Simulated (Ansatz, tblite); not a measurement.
**C24H10S10: rung by rung**

One table from this session's results is given with a row withheld; the runs are named, their logs left out.

Method: as each input shows; program: Ansatz 0.2.0, Gaussian basis.

The runs, in order: GFN1-xTB, GFN2-xTB, PBE-D4/def2-SVP, r2SCAN-D4/def2-SVP, LDA/def2-SVP, r2SCANh-D4/def2-SVP, B2PLYP/def2-SVP, LC-ωPBE(0.10)/def2-SVP, LC-ωPBE(0.15)/def2-SVP, LC-ωPBE(0.20)/def2-SVP, LC-ωPBE(0.30)/def2-SVP, PBE0-D4/def2-TZVP, PBE-D4/def2-TZVP, HF/6-31G, B3LYP-D4/6-31G, MP2/def2-SVP, RPA/def2-SVP.

## The geometry

The singlet was relaxed beforehand with PBE-D4/def2-SVP.

SMILES `Sc1cc2sc(-c3cc4sc(-c5cc6sc(-c7cc8sc(S)cc8s7)cc6s5)cc4s3)cc2s1`, 44 atoms, charge 0, spin multiplicity 1.

Bond lengths: S1–C2 1.761 Å, S1–H35 1.368 Å, C2–C3 1.389 Å, C2–S34 1.768 Å, C3–C4 1.420 Å, C3–H36 1.097 Å, C4–S5 1.741 Å, C4–C33 1.412 Å, S5–C6 1.768 Å, C6–C7 1.444 Å, C6–C32 1.395 Å, C7–C8 1.397 Å, C7–S31 1.769 Å, C8–C9 1.414 Å, C8–H37 1.097 Å, C9–S10 1.741 Å, C9–C30 1.412 Å, S10–C11 1.771 Å and more. Angles: C2–S1–H35 97.6°, S1–C2–C3 126.3°, S1–C2–S34 121.0°, C3–C2–S34 112.4°, C2–C3–C4 111.3°, C2–C3–H36 122.6°, C4–C3–H36 126.0°, C3–C4–S5 134.9°, C3–C4–C33 114.4°, S5–C4–C33 110.7°, C4–S5–C6 91.4°, S5–C6–C7 120.3°, S5–C6–C32 112.0°, C7–C6–C32 127.7°, C6–C7–C8 127.7°, C6–C7–S31 120.4°, C8–C7–S31 111.9°, C7–C8–C9 111.6° and more.

PBE0-D4/def2-SVP was run before; its log isn't repeated, and its numbers join the tables.

The first run:

Tight binding, by tblite at 300 K electronic temperature and without a spin-polarisation term:

```python
tblite.interface.Calculator('GFN1-xTB', numbers, positions, charge=0, uhf=0).singlepoint()
```

Tight binding, by tblite at 300 K electronic temperature and without a spin-polarisation term:

```python
tblite.interface.Calculator('GFN2-xTB', numbers, positions, charge=0, uhf=0).singlepoint()
```

start.molden holds the orbitals of an earlier run on this state, given as this run's starting guess.

in.yaml

```yaml
crystal:
  periodic: [false, false, false]
  atoms:
    - {symbol: S, position_ang: [13.171844, 0.041600, -0.476782]}
    - {symbol: C, position_ang: [11.410966, 0.046656, -0.503312]}
    - {symbol: C, position_ang: [10.583776, -1.059281, -0.354839]}
    - {symbol: C, position_ang: [9.216872, -0.677924, -0.298672]}
    - {symbol: S, position_ang: [7.707883, -1.532906, -0.149794]}
    - {symbol: C, position_ang: [6.791243, -0.026200, -0.276191]}
    - {symbol: C, position_ang: [5.349069, -0.042608, -0.215739]}
    - {symbol: C, position_ang: [4.493376, 1.030190, 0.044138]}
    - {symbol: C, position_ang: [3.135743, 0.635103, 0.008103]}
    - {symbol: S, position_ang: [1.612957, 1.446153, 0.244611]}
    - {symbol: C, position_ang: [0.719393, -0.058008, -0.028801]}
    - {symbol: C, position_ang: [-0.718844, -0.050349, 0.032153]}
    - {symbol: C, position_ang: [-1.569843, 1.029059, 0.284553]}
    - {symbol: C, position_ang: [-2.929307, 0.640892, 0.263615]}
    - {symbol: S, position_ang: [-4.446517, 1.462681, 0.494765]}
    - {symbol: C, position_ang: [-5.349149, -0.034993, 0.221170]}
    - {symbol: C, position_ang: [-6.789188, -0.018649, 0.280415]}
    - {symbol: C, position_ang: [-7.637818, 1.080592, 0.420818]}
    - {symbol: C, position_ang: [-9.001453, 0.694174, 0.427844]}
    - {symbol: S, position_ang: [-10.522392, 1.531137, 0.560663]}
    - {symbol: C, position_ang: [-11.411537, 0.005668, 0.491076]}
    - {symbol: S, position_ang: [-13.172270, -0.017271, 0.462550]}
    - {symbol: C, position_ang: [-10.571834, -1.090982, 0.340220]}
    - {symbol: C, position_ang: [-9.208544, -0.696041, 0.301181]}
    - {symbol: S, position_ang: [-7.689302, -1.537363, 0.170537]}
    - {symbol: C, position_ang: [-4.499827, -1.115335, -0.029859]}
    - {symbol: C, position_ang: [-3.139097, -0.729347, -0.003694]}
    - {symbol: S, position_ang: [-1.620626, -1.550866, -0.232509]}
    - {symbol: C, position_ang: [1.575882, -1.131265, -0.287830]}
    - {symbol: C, position_ang: [2.933870, -0.735077, -0.266936]}
    - {symbol: S, position_ang: [4.457374, -1.541849, -0.510486]}
    - {symbol: C, position_ang: [7.626363, 1.083422, -0.413043]}
    - {symbol: C, position_ang: [8.994182, 0.711191, -0.414116]}
    - {symbol: S, position_ang: [10.505946, 1.564118, -0.554904]}
    - {symbol: H, position_ang: [13.372985, 0.450546, -1.766652]}
    - {symbol: H, position_ang: [10.970542, -2.084696, -0.302293]}
    - {symbol: H, position_ang: [4.854341, 2.040652, 0.272530]}
    - {symbol: H, position_ang: [-1.204240, 2.047086, 0.472710]}
    - {symbol: H, position_ang: [-7.271786, 2.112814, 0.498683]}
    - {symbol: H, position_ang: [-13.379364, 0.370247, 1.758341]}
    - {symbol: H, position_ang: [-10.948072, -2.119584, 0.275549]}
    - {symbol: H, position_ang: [-4.867544, -2.130227, -0.230493]}
    - {symbol: H, position_ang: [1.215812, -2.150112, -0.482296]}
    - {symbol: H, position_ang: [7.248163, 2.106944, -0.527003]}
basis:
  gaussian: {orbitals: def2-SVP, fitting: {mean_field: def2-universal-jkfit}, initial_orbitals: start.molden}
hamiltonian: {xc: pbe, dispersion: d4}
scf: {omitted_lower_state_checks: [starts]}
output: {forces: true, orbitals: {seedname: orbitals}}
```

Command:

```console
$ ansatz run in.yaml --threads 2 --pin off --events-out ev --progress --plain --max-ram 32768MiB --backend cuda --devices 0, --max-vram 18GiB
```

Among the steps run: PBE-D4/def2-SVP; r2SCAN-D4/def2-SVP; LDA/def2-SVP; r2SCANh-D4/def2-SVP; B2PLYP/def2-SVP; LC-ωPBE(0.10)/def2-SVP; LC-ωPBE(0.15)/def2-SVP; LC-ωPBE(0.20)/def2-SVP; LC-ωPBE(0.30)/def2-SVP; PBE0-D4/def2-TZVP; PBE-D4/def2-TZVP; HF/6-31G; B3LYP-D4/6-31G; MP2/def2-SVP; RPA/def2-SVP.

One of the session's tables, all rows but one given; the rest of the session is left out.

It belongs to the step «Binding energy». 

| level | binding an atom (eV) |
| --- | --- |
| HF/6-31G | 3.053 |
| HF/def2-SVP | 3.556 |
| LDA/def2-SVP | 6.178 |
| PBE-D4/def2-SVP | 5.477 |
| PBE-D4/def2-TZVP | 5.416 |
| r2SCAN-D4/def2-SVP | 5.239 |
| r2SCANh-D4/def2-SVP | 5.188 |
| B3LYP-D4/6-31G | 4.772 |
| PBE0-D4/def2-SVP | ? |
| PBE0-D4/def2-TZVP | 5.254 |
| MP2/def2-SVP | 5.052 |

**Question.** Estimate the row for PBE0-D4/def2-SVP.

As computed: binding an atom (eV): 5.309. In the column «binding an atom (eV)» it lies between PBE0-D4/def2-TZVP (5.254) and PBE-D4/def2-TZVP (5.416).

Caveats from the session: Free atoms were run apart at each level; binding is atoms less cluster, divided by the number of atoms, without zero-point or spin-orbit terms.
